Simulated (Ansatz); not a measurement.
# Cs4BaIr (P-6m2) in Ansatz: notebook

Aim: see how the results for Cs4BaIr move with the level of theory and the settings. Levels: BLYP, m-r2SCAN. Tasks: single point, electrostatic potential.

Program: Ansatz 0.2.0. These are calculated values, not measurements. Logs are shortened: lines on timing, memory, paths and dates and some standing lists are left out, and cuts for length are marked.

### 1 The cell of the first run

Symmetry: P-6m2, No. 187, hexagonal system. Conventional cell: a = 7.105 Å, b = 7.105 Å, c = 5.826 Å, α = 90.00°, β = 90.00°, γ = 120.00°. Around Cs (site symmetry -6m2) lie 6 Cs at 3.57 Å and 3 Ba at 4.10 Å and 3 Ir at 4.10 Å. Cs (site symmetry mm2) is surrounded by 6 Cs at 3.53 to 3.57 Å and 2 Ir at 3.56 Å. Around Ba (site symmetry -6m2) lie 3 Cs at 4.10 Å and 3 Ir at 4.10 Å. Around Ir (site symmetry -6m2) lie 6 Cs at 3.56 Å.

The cell was built by a generator and needn't be a form met in nature.

### 2 Single point, BLYP, collinear spin, ferromagnetic start (as made, not relaxed: species swapped into the HoCu4Ni type (P-6m2, No. 187))

Contents of run.py:

```python
import json

import ase.io
import numpy as np

import ansatz as az

atoms = ase.io.read("Cs4BaIr.cif")
atoms.info.pop("occupancy", None)
atoms.set_initial_magnetic_moments([0.0, 0.0, 0.0, 0.0, 0.0, 0.6])

calculation = (
    az.Crystal.from_ase(atoms)
    .calculation()
    .kpoints(5, 5, 5)
    .functional("blyp")
    .pseudopotentials(kind="paw")
    .spin("collinear")
    .scf(extra_bands=4)
    .occupations(method="tetrahedron")
    .initial_density(chi_scale=0.0)
    .forces()
    .stress()
)
outcome = calculation.run(threads=2, events_out="events.jsonl")

report = outcome.report
for line in open("events.jsonl"):
    event = json.loads(line)
    if event["event"] == "scf_iter":
        d = event["data"]
        print(f"SCF {d['iter']:3d}  HF = {d['harris_foulkes_ev']:.6f} eV  dr2 = {d['dr2_ev']:.2e} eV")
    elif event["event"] in ("relax_step", "md_step"):
        d = event["data"]
        print(f"{event['event']} {d['step']:3d}  E = {d['lagrangian_ev']:.6f} eV")
np.set_printoptions(precision=5, suppress=True, linewidth=110)
print("converged:", report["converged"], "after", report["n_iterations"], "iterations")
print(f"free energy {report['free_energy_ev']:.6f} eV, Fermi level {report['fermi_energy_ev']:.4f} eV")
for key in ("band_edges_ev", "magnetization_mub", "site_moments_mub", "site_moments_nc_mub", "forces_ev_ang",
                "stress_gpa"):
    if report.get(key) is not None:
        print(key, np.array(report[key]), sep="\n")
```

Contents of Cs4BaIr.cif:

```cif
data_Cs4BaIr
_cell_length_a 7.10487866
_cell_length_b 7.10487866
_cell_length_c 5.82641988
_cell_angle_alpha 90.00000000
_cell_angle_beta 90.00000000
_cell_angle_gamma 120.00000000
_space_group_name_H-M_alt 'P-6m2'
_space_group_name_Hall 'P -6 2'
_space_group_IT_number 187
loop_
_space_group_symop_operation_xyz
'x,y,z'
'-x+y,-x,-z'
'-y,x-y,z'
'x,y,-z'
'-x+y,-x,z'
'-y,x-y,-z'
'-y,-x,-z'
'x,x-y,z'
'-x+y,y,-z'
'-y,-x,z'
'x,x-y,-z'
'-x+y,y,z'
loop_
_atom_site_label
_atom_site_type_symbol
_atom_site_symmetry_multiplicity
_atom_site_Wyckoff_symbol
_atom_site_fract_x
_atom_site_fract_y
_atom_site_fract_z
_atom_site_occupancy
Cs1 Cs 1 e 0.6666666667 0.3333333333 0.0000000000 1
Cs2 Cs 3 k 0.4989508400 0.9979016800 0.5000000000 1
Ba1 Ba 1 a 0.0000000000 0.0000000000 0.0000000000 1
Ir1 Ir 1 c 0.3333333333 0.6666666667 0.0000000000 1
```

Potentials or basis: Ansatz PAW.

The run is started by

```bash
> python run.py
```

Output:

```text
DeckWarning: output.forces, output.stress, relax.cell or npt_langevin: where a Kohn–Sham band that disperses or a degenerate level is filled in part under the method tetrahedron, the forces or the stress that this run publishes need not agree with its energy (scf.occupations.method in the input reference, under Limitations); prefer a smearing scheme for the forces or the stress
DeckWarning: basis.ecutwfc = 420 eV, auto-derived from the records' recommended cutoffs: set by Cs (normal level)
DeckWarning: the band count 36 (scf.n_extra_bands) hosts the net moment |M| = 0.6000 μB (N_el = 63) but caps the reachable moment at 2·n_bands − N_el = 9.0000 μB, below the 39 bands that the automatic rule leaves for it — a moment growing past the seed, or the majority channel's smearing tail, pins there with fewer empty majority states than that count leaves; raise or omit scf.n_extra_bands unless the cap is intended
PlacementWarning: RAYON_NUM_THREADS=2 ignored (pool sized by the plan → 2); use plan(threads=…)
RunWarning: the starting moments were not kept: the SCF closed with an absolute magnetisation of 2.2e-5 μB, where they sum to 0.6 μB in size (1 site). That is at most 0.1 of that sum. Measured as dr2_m measures the in/out step, that magnetisation stands 7.8e-12 eV from none, at or under the dr2_threshold of 1.0e-7 eV: it is no larger than a step whose dr2_m would equal this threshold. The system may hold no moment; this SCF show [...]
SCF   1  HF = -40686.547081 eV  dr2 = 2.44e+01 eV
SCF   2  HF = -40683.520854 eV  dr2 = 8.17e+00 eV
SCF   3  HF = -40682.497433 eV  dr2 = 2.42e+00 eV
SCF   4  HF = -40683.994824 eV  dr2 = 1.32e+01 eV
SCF   5  HF = -40682.086885 eV  dr2 = 1.10e+00 eV
SCF   6  HF = -40682.066734 eV  dr2 = 5.02e-01 eV
SCF   7  HF = -40682.048252 eV  dr2 = 2.73e-01 eV
SCF   8  HF = -40682.034038 eV  dr2 = 8.74e-02 eV
SCF   9  HF = -40682.031417 eV  dr2 = 4.79e-02 eV
SCF  10  HF = -40682.027982 eV  dr2 = 1.42e-03 eV
SCF  11  HF = -40682.027955 eV  dr2 = 4.80e-04 eV
SCF  12  HF = -40682.028143 eV  dr2 = 8.72e-05 eV
SCF  13  HF = -40682.028283 eV  dr2 = 1.45e-05 eV
SCF  14  HF = -40682.028302 eV  dr2 = 6.83e-07 eV
SCF  15  HF = -40682.028307 eV  dr2 = 3.43e-08 eV
SCF  16  HF = -40682.028308 eV  dr2 = 4.48e-09 eV
SCF  17  HF = -40682.028308 eV  dr2 = 9.45e-10 eV
converged: True after 17 iterations
free energy -40682.028308 eV, Fermi level 9.2164 eV
magnetization_mub
1.4889731488665348e-05
site_moments_mub
[0. 0. 0. 0. 0. 0.]
forces_ev_ang
[[-0.      -0.       0.     ]
 [-0.      -0.5308   0.     ]
 [-0.45968  0.2654   0.     ]
 [ 0.45968  0.2654   0.     ]
 [-0.       0.       0.     ]
 [-0.       0.       0.     ]]
stress_gpa
[[ 3.24621 -0.       0.     ]
 [-0.       3.24621  0.     ]
 [ 0.       0.       4.03139]]
```

It took 22 s on 2 threads of Arm Neoverse V2, shared host; peak memory 0.73 GiB.

What came out:

| Property | Result |
| --- | --- |
| Free energy | -40682.0283 eV |
| Pressure | 3.5 GPa |
| Largest force | 0.531 eV/Å |
| Band gap on the k mesh | none (metal or under the smearing width) |
| Net moment | 0.00 μB per cell |
| Absolute moment | 0.00 μB per cell |

Forces in eV/Å, atoms in the order of the input:
```
Cs   0.000  0.000  0.000
Cs   0.000 -0.531  0.000
Cs  -0.460  0.265  0.000
Cs   0.460  0.265  0.000
Ba   0.000  0.000  0.000
Ir   0.000  0.000  0.000
```

Stress tensor (GPa, compression positive):
```
3.25 0.00 0.00
0.00 3.25 0.00
0.00 0.00 4.03
```

Caveat: the potentials were made for another functional, which shifts forces and pressure; with tetrahedron occupations forces and stress needn't match the slope of the energy; the starting moments weren't kept. Spin-orbit coupling is left out, which matters for the levels of Ba, Cs, Ir.

### 3 Electrostatic potential, m-r2SCAN, spin-orbit coupling, no magnetisation (as made, not relaxed: species swapped into the HoCu4Ni type (P-6m2, No. 187))

run.py: that of step 2 with these lines changed.

```diff
@@ -9,3 +9,2 @@
 atoms.info.pop("occupancy", None)
-atoms.set_initial_magnetic_moments([0.0, 0.0, 0.0, 0.0, 0.0, 0.6])
 
@@ -14,11 +13,14 @@
     .calculation()
-    .kpoints(5, 5, 5)
-    .functional("blyp")
-    .pseudopotentials(kind="paw")
-    .spin("collinear")
-    .scf(extra_bands=4)
-    .occupations(method="tetrahedron")
-    .initial_density(chi_scale=0.0)
+    .kpoints(3, 3, 3)
+    .functional("mr2scan")
+    .pseudopotentials(kind="paw_fr")
+    .spin("noncollinear", soc=True)
+    .occupations(method="fermi_dirac", width=0.05)
+    .density()
+    .potential()
+    .output_files(volumetric_format="npy")
+    .electron_localization_function()
     .forces()
     .stress()
+    .band_table(publish=True)
 )
```

Cs4BaIr.cif is that of step 2.

Potentials or basis: Ansatz PAW.

The run is started by

```bash
> python run.py
```

Output:

```text
DeckWarning: basis.ecutwfc = 500 eV, auto-derived from the records' recommended cutoffs: set by Cs (their level for a meta-GGA)
PlacementWarning: RAYON_NUM_THREADS=2 ignored (pool sized by the plan → 2); use plan(threads=…)
SCF   1  HF = -40576.070512 eV  dr2 = 2.52e+02 eV
SCF   2  HF = -40565.743567 eV  dr2 = 1.96e+01 eV
SCF   3  HF = -40564.698672 eV  dr2 = 6.88e+00 eV
SCF   4  HF = -40563.984642 eV  dr2 = 2.92e-01 eV
SCF   5  HF = -40564.021188 eV  dr2 = 3.11e-01 eV
SCF   6  HF = -40564.000711 eV  dr2 = 7.73e-02 eV
SCF   7  HF = -40563.997510 eV  dr2 = 1.26e-02 eV
SCF   8  HF = -40563.997568 eV  dr2 = 8.02e-03 eV
SCF   9  HF = -40563.997109 eV  dr2 = 1.96e-03 eV
SCF  10  HF = -40563.997049 eV  dr2 = 4.41e-05 eV
SCF  11  HF = -40563.996985 eV  dr2 = 2.21e-05 eV
SCF  12  HF = -40563.996983 eV  dr2 = 4.47e-06 eV
SCF  13  HF = -40563.996983 eV  dr2 = 1.87e-08 eV
converged: True after 13 iterations
free energy -40563.996983 eV, Fermi level 8.8418 eV
magnetization_mub
0.0
site_moments_nc_mub
[[0. 0. 0.]
 [0. 0. 0.]
 [0. 0. 0.]
 [0. 0. 0.]
 [0. 0. 0.]
 [0. 0. 0.]]
forces_ev_ang
[[-0.      -0.       0.     ]
 [-0.      -0.59703  0.     ]
 [-0.51704  0.29852  0.     ]
 [ 0.51704  0.29852  0.     ]
 [ 0.       0.       0.     ]
 [ 0.       0.       0.     ]]
stress_gpa
[[ 1.2908  -0.       0.     ]
 [-0.       1.2908   0.     ]
 [ 0.       0.       1.80075]]
```

rho_z.tsv:

```text
# z_ang	rho[e/angstrom^3]	m_x[e/angstrom^3]	m_y[e/angstrom^3]	m_z[e/angstrom^3]	m_norm[e/angstrom^3]
# format = ansatz-planar-average/11
# lattice	7.104878660	0.000000000	0.000000000
# lattice	-3.552439330	6.153005410	0.000000000
# lattice	0.000000000	0.000000000	5.826419880
# sites	6
# site	55	3.552439330	2.051001803	0.000000000
# site	55	0.000000000	6.140094436	2.913209940
# site	55	1.765038433	3.082958192	2.913209940
# site	55	-1.765038433	3.082958192	2.913209940
# site	56	0.000000000	0.000000000	0.000000000
# site	77	0.000000000	4.102003607	0.000000000
0.000000	5.548845e-1	0.000000e0	0.000000e0	0.000000e0	0.000000e0
0.129476	5.443733e-1	0.000000e0	0.000000e0	0.000000e0	0.000000e0
0.258952	5.114066e-1	0.000000e0	0.000000e0	0.000000e0	0.000000e0
0.388428	4.550664e-1	0.000000e0	0.000000e0	0.000000e0	0.000000e0
0.517904	3.806322e-1	0.000000e0	0.000000e0	0.000000e0	0.000000e0
0.647380	3.000752e-1	0.000000e0	0.000000e0	0.000000e0	0.000000e0
[... 37 lines left out ...]
5.567468	5.114066e-1	0.000000e0	0.000000e0	0.000000e0	0.000000e0
5.696944	5.443733e-1	0.000000e0	0.000000e0	0.000000e0	0.000000e0
```

v_z.tsv:

```text
# z_ang	v_es[eV]	v_tot[eV]	b_x[eV]	b_y[eV]	b_z[eV]
# format = ansatz-planar-average/11
# xc	mr2scan
# density_cutoff_ev	2000
# datasets	Cs=:simpson_from_first_knot:soft:shift=0	Ba=:simpson_from_first_knot:soft:shift=0	Ir=:simpson_from_first_knot:soft:shift=0
# lattice	7.104878660	0.000000000	0.000000000
# lattice	-3.552439330	6.153005410	0.000000000
# lattice	0.000000000	0.000000000	5.826419880
# sites	6
# site	55	3.552439330	2.051001803	0.000000000
# site	55	0.000000000	6.140094436	2.913209940
# site	55	1.765038433	3.082958192	2.913209940
# site	55	-1.765038433	3.082958192	2.913209940
# site	56	0.000000000	0.000000000	0.000000000
# site	77	0.000000000	4.102003607	0.000000000
0.000000	-2.224604e-1	-1.183027e1	0.000000e0	0.000000e0	0.000000e0
0.129476	-3.510918e-2	-1.156632e1	0.000000e0	0.000000e0	0.000000e0
0.258952	5.091026e-1	-1.079086e1	0.000000e0	0.000000e0	0.000000e0
0.388428	1.368922e0	-9.538944e0	0.000000e0	0.000000e0	0.000000e0
0.517904	2.491149e0	-7.852838e0	0.000000e0	0.000000e0	0.000000e0
0.647380	3.808128e0	-5.821871e0	0.000000e0	0.000000e0	0.000000e0
[... 37 lines left out ...]
5.567468	5.091026e-1	-1.079086e1	0.000000e0	0.000000e0	0.000000e0
5.696944	-3.510918e-2	-1.156632e1	0.000000e0	0.000000e0	0.000000e0
```

It took 2.4 min on 2 threads of Arm Neoverse V2, shared host; peak memory 2.8 GiB.

What came out:

```yaml
Free_energy: -40563.9970 eV
Pressure: 1.5 GPa
Largest_force: 0.597 eV/Å
Band_gap_on_the_k_mesh: none (metal or under the smearing width)
```

Forces on the atoms (eV/Å):
```
Cs   0.000  0.000  0.000
Cs   0.000 -0.597  0.000
Cs  -0.517  0.299  0.000
Cs   0.517  0.299  0.000
Ba   0.000  0.000  0.000
Ir   0.000  0.000  0.000
```

Levels at points of the mesh, in eV from the Fermi level:
```csv
k point,band 60,band 61,band 62,band 63,band 64,band 65,band 66,band 67
"(0.00, 0.00, 0.00)",-0.82,-0.59,-0.59,0.11,0.11,0.36,0.36,0.36
```

Caveat: the PAW data sets were made with another functional, which shifts forces and pressure a little.
